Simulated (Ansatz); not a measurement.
# Sc2Ga4S: the cost of one run

Program: Ansatz 0.2.0. Level of theory: DFT PBE, scalar-relativistic, plane waves, PAW, unless a step names another level. These are calculated values, not measurements.

9 further runs of the same task are left out: 1 that didn't finish, 8 set aside as unsound or not needed. Runs told in other sessions of the task aren't counted.

## Step 1: What the formula suggests

Pauling electronegativities: Sc 1.36, Ga 1.81, S 2.58 (spread 1.22). No set of common oxidation states balances it. Tabulated atomic sizes suggest about 18 Å³/atom. 28 candidates were drawn, by swapping species into database cells of other compounds, at random by space group and Wyckoff sites, or by hand, as the table says:

```tsv
name	made from	space group no.	Wyckoff sites	atoms (primitive cell)	V (Å³/atom)
c01	random	71	Sc 4i; Ga 4i, 4j; S 2d	7	22.8
c02	random	166	Sc 6c; Ga 9e, 3a; S 3b	7	22.0
c03	database cell of CaEr2Te4	10	Sc 1a, 1e; Ga 2n, 2m; S 1g	7	21.9
c04	built by hand: ordered-vacancy AuCu3 derivative	123	Sc 1b, 1a; Ga 4i; S 1c	7	18.3
c05	database cell of Li2FeBr4	65	Sc 4f; Ga 4h, 4i; S 2a	7	18.6
c06	random	164	Sc 2d; Ga 3e, 1b; S 1a	7	19.8
c07	database cell of Ho2CuO4	139	Sc 4e; Ga 4c, 4d; S 2a	7	17.0
c08	database cell of Sm2CdSb4	115	Sc 2g; Ga 2g, 1b, 1a; S 1c	7	19.6
c09	random	191	Sc 2d; Ga 4h; S 1b	7	19.6
c10	random	65	Sc 4h; Ga 4e, 4k; S 2d	7	18.5
c11	random	121	Sc 4e; Ga 8i; S 2a	7	20.9
c12	random	191	Sc 2e; Ga 3f, 1b; S 1a	7	22.9
c13	random	166	Sc 6c; Ga 9d, 3a; S 3b	7	23.7
c14	random	191	Sc 2e; Ga 4h; S 1b	7	19.9
c15	random	191	Sc 2e; Ga 4h; S 1a	7	19.1
c16	random	139	Sc 4d; Ga 8j; S 2b	7	19.9
c17	random	187	Sc 2g; Ga 1e, 3j; S 1a	7	21.3
c18	database cell of La2CuO4	69	Sc 8i; Ga 8e, 8i; S 4a	7	16.6
c19	random	191	Sc 2e; Ga 3f, 1a; S 1b	7	19.3
c20	random	99	Sc 1b, 1a; Ga 4f; S 1a	7	21.0
c21	database cell of ZnGa2S4	111	Sc 2f; Ga 4n; S 1a	7	19.1
c22	random	216	Sc 4d, 4b; Ga 16e; S 4c	7	18.8
c23	built by hand: layered Sc2S slabs with Ga multilayer	164	Sc 2d; Ga 2c, 2d; S 1a	7	18.3
c24	built by hand: BaAl4-slab/ScS intergrowth	115	Sc 2g; Ga 1a, 2g, 1b; S 1c	7	18.3
c25	database cell of Rb2CrCl4	12	Sc 4i; Ga 4e, 4i; S 2a	7	18.3
c26	built by hand: spinel (MgAl2O4)	227	Sc 16d; Ga 32e; S 8a	14	18.3
c27	random	187	Sc 1e, 1a; Ga 3j, 1d; S 1b	7	23.5
c28	random	187	Sc 2g; Ga 3k, 1d; S 1e	7	20.9
```

## Step 2: Screening run of c16

Contents of input.yaml:

```yaml
crystal:
  lattice:
    - [-2.98624289, 2.98624289, 3.90038379]
    - [2.98624289, -2.98624289, 3.90038379]
    - [2.98624289, 2.98624289, -3.90038379]
  atoms:
    - { symbol: Sc, position: [0.75, 0.25, 0.5] }
    - { symbol: Sc, position: [0.25, 0.75, 0.5] }
    - { symbol: Ga, position: [0.5, 0.80719523, 0.30719523] }
    - { symbol: Ga, position: [0.5, 0.19280477, 0.69280477] }
    - { symbol: Ga, position: [0.80719523, 0.5, 0.30719523] }
    - { symbol: Ga, position: [0.19280477, 0.5, 0.69280477] }
    - { symbol: S, position: [0.5, 0.5, 0.0] }
basis:
  ecutwfc: 420
kpoints:
  mp_grid: { grid: [4, 4, 4] }
hamiltonian:
  xc: pbe
scf:
  occupations: { method: gaussian, width: 0.2 }
  lower_state_search: "off"
output:
  forces: true
  stress: true
  eigenvalues: true
relax:
  adjacent_minimum: "off"
  f_tol: 0.08
  max_steps: 16
  cell: { stress_tol: 0.8 }
```

Run with:

```bash
$ ansatz run input.yaml --threads 1 --pin off --max-ram 2560MiB --backend cpu --events-out ev --progress --plain --runs-dir out
```

Q: Estimate wall time and peak memory on 1 thread of Intel Xeon Platinum 8488C (Sapphire Rapids), shared host.

About 74 s, with a peak of 0.65 GiB.
